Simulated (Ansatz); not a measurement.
**C₄H₁₀Si: one species, many methods**

One table from this session's results is given with a row withheld; the runs are named, their logs left out.

The runs use Ansatz 0.2.0, Gaussian basis; functionals in def2-TZVPP, the program's frozen cores in correlated methods.

Plan: LDA (SPW92), PBE-D4, revPBE-D4, BLYP-D4, r2SCAN-D4, B97M-V, PBE0-D4, B3LYP-D4, r2SCANh-D4, r2SCAN0-D4, HSE06-D4, BHLYP-D4, CAM-B3LYP-D4, LC-ωPBE, ωB97X-V, ωB97M-V, B2PLYP, PBE-QIDH; CCSD(T)/def2-SVP; CCSD(T)/def2-TZVPP; MP2/def2-QZVPP; extrapolation to the limit; RPA on PBE.

## The relaxed structure

All runs share one geometry, relaxed beforehand with PBE0-D4 in a triple-zeta def2 set.

SMILES `CC[Si]CC`, 15 atoms, charge 0, spin multiplicity 1.

Atoms are counted from 1 here; the program's logs count them from 0.

Bond lengths: C1–C2 1.537 Å, C1–H6 1.096 Å, C1–H7 1.093 Å, C1–H8 1.093 Å, C2–Si3 1.904 Å, C2–H9 1.093 Å, C2–H10 1.094 Å, Si3–C4 1.906 Å, C4–C5 1.522 Å, C4–H11 1.096 Å, C4–H12 1.106 Å, C5–H13 1.093 Å, C5–H14 1.094 Å, C5–H15 1.092 Å. Angles: C2–C1–H6 112.0°, C2–C1–H7 111.4°, C2–C1–H8 111.7°, H6–C1–H7 106.7°, H6–C1–H8 107.2°, H7–C1–H8 107.5°, C1–C2–Si3 105.9°, C1–C2–H9 109.5°, C1–C2–H10 110.1°, Si3–C2–H9 110.0°, Si3–C2–H10 113.7°, H9–C2–H10 107.6°, C2–Si3–C4 101.1°, Si3–C4–C5 122.1°, Si3–C4–H11 107.2°, Si3–C4–H12 101.1°, C5–C4–H11 111.0°, C5–C4–H12 110.3° and more.

Coordinates:

```xyz
15
charge 0, multiplicity 1
C    -0.56547    0.47570    1.78900
C     0.85725    0.39322    1.21358
Si    1.01832   -1.35163    0.46893
C     0.02632   -1.15316   -1.14590
C    -0.11370    0.18933   -1.84999
H    -0.78987   -0.36839    2.45132
H    -0.70511    1.38459    2.37962
H    -1.32129    0.47750    0.99945
H     1.58479    0.52370    2.01939
H     1.01759    1.19735    0.48891
H     0.37911   -1.92584   -1.83925
H    -0.96617   -1.52902   -0.83335
H     0.85881    0.57726   -2.16462
H    -0.73660    0.11558   -2.74605
H    -0.56579    0.94301   -1.20173
```

The first run:

in.yaml reads:

```yaml
crystal:
  periodic: [false, false, false]
  atoms:
    - {symbol: C, position_ang: [-0.565472, 0.475698, 1.788997]}
    - {symbol: C, position_ang: [0.857254, 0.393223, 1.213577]}
    - {symbol: Si, position_ang: [1.018322, -1.351630, 0.468931]}
    - {symbol: C, position_ang: [0.026324, -1.153160, -1.145900]}
    - {symbol: C, position_ang: [-0.113696, 0.189333, -1.849990]}
    - {symbol: H, position_ang: [-0.789867, -0.368392, 2.451319]}
    - {symbol: H, position_ang: [-0.705108, 1.384591, 2.379618]}
    - {symbol: H, position_ang: [-1.321292, 0.477501, 0.999447]}
    - {symbol: H, position_ang: [1.584786, 0.523702, 2.019388]}
    - {symbol: H, position_ang: [1.017586, 1.197345, 0.488906]}
    - {symbol: H, position_ang: [0.379111, -1.925841, -1.839247]}
    - {symbol: H, position_ang: [-0.966167, -1.529021, -0.833355]}
    - {symbol: H, position_ang: [0.858807, 0.577260, -2.164618]}
    - {symbol: H, position_ang: [-0.736602, 0.115578, -2.746049]}
    - {symbol: H, position_ang: [-0.565787, 0.943012, -1.201727]}
basis:
  gaussian: {orbitals: def2-TZVPP}
hamiltonian: {xc: lda}
output: {orbitals: {seedname: orbitals}}
```

Steps of the session up to this table: LDA; PBE-D4 (GGA); revPBE-D4 (GGA); BLYP-D4 (GGA); r2SCAN-D4 (meta-GGA); B97M-V (meta-GGA); PBE0-D4 (hybrid); B3LYP-D4 (hybrid); r2SCANh-D4 (hybrid); r2SCAN0-D4 (hybrid); HSE06-D4 (hybrid); BHLYP-D4 (hybrid); CAM-B3LYP-D4 (range-separated); LC-ωPBE-D4 (range-separated; the results give it without D4); ωB97X-V (range-separated); ωB97M-V (range-separated); B2PLYP (double hybrid); PBE-QIDH (double hybrid).

One table of the session follows, with a row left open; its other results are not shown here.

It belongs to the step «Frontier levels by functional». 

| functional | HOMO (eV) | LUMO (eV) | gap (eV) |
| --- | --- | --- | --- |
| LDA (SPW92) | -4.84 | -3.03 | 1.81 |
| PBE-D4 | -4.75 | -2.84 | 1.91 |
| revPBE-D4 | -4.71 | -2.76 | 1.95 |
| BLYP-D4 | -4.64 | -2.70 | 1.94 |
| r2SCAN-D4 | -4.93 | -2.70 | 2.23 |
| B97M-V | -5.00 | -2.66 | 2.33 |
| PBE0-D4 | -5.77 | -1.99 | 3.79 |
| B3LYP-D4 | -5.61 | -2.18 | 3.44 |
| r2SCANh-D4 | ? | ? | ? |
| r2SCAN0-D4 | -5.88 | -1.91 | 3.97 |
| HSE06-D4 | -5.38 | -2.37 | 3.01 |
| BHLYP-D4 | -6.71 | -1.04 | 5.67 |
| CAM-B3LYP-D4 | -7.05 | -0.89 | 6.16 |
| LC-ωPBE | -8.31 | 0.22 | 8.53 |
| ωB97X-V | -8.01 | 0.10 | 8.11 |
| ωB97M-V | -7.86 | -0.06 | 7.80 |

Q: Estimate the row for r2SCANh-D4 from the others.

Worked estimate for «HOMO (eV)». Against the share of exact exchange, r2SCAN-D4 (0, -4.93), r2SCAN0-D4 (0.25, -5.88) give a slope of -3.80 per unit share; at 0.1 the line stands at -5.31.

As computed: HOMO (eV): -5.31; LUMO (eV): -2.38; gap (eV): 2.93. In «HOMO (eV)» the line misses by 0.00.
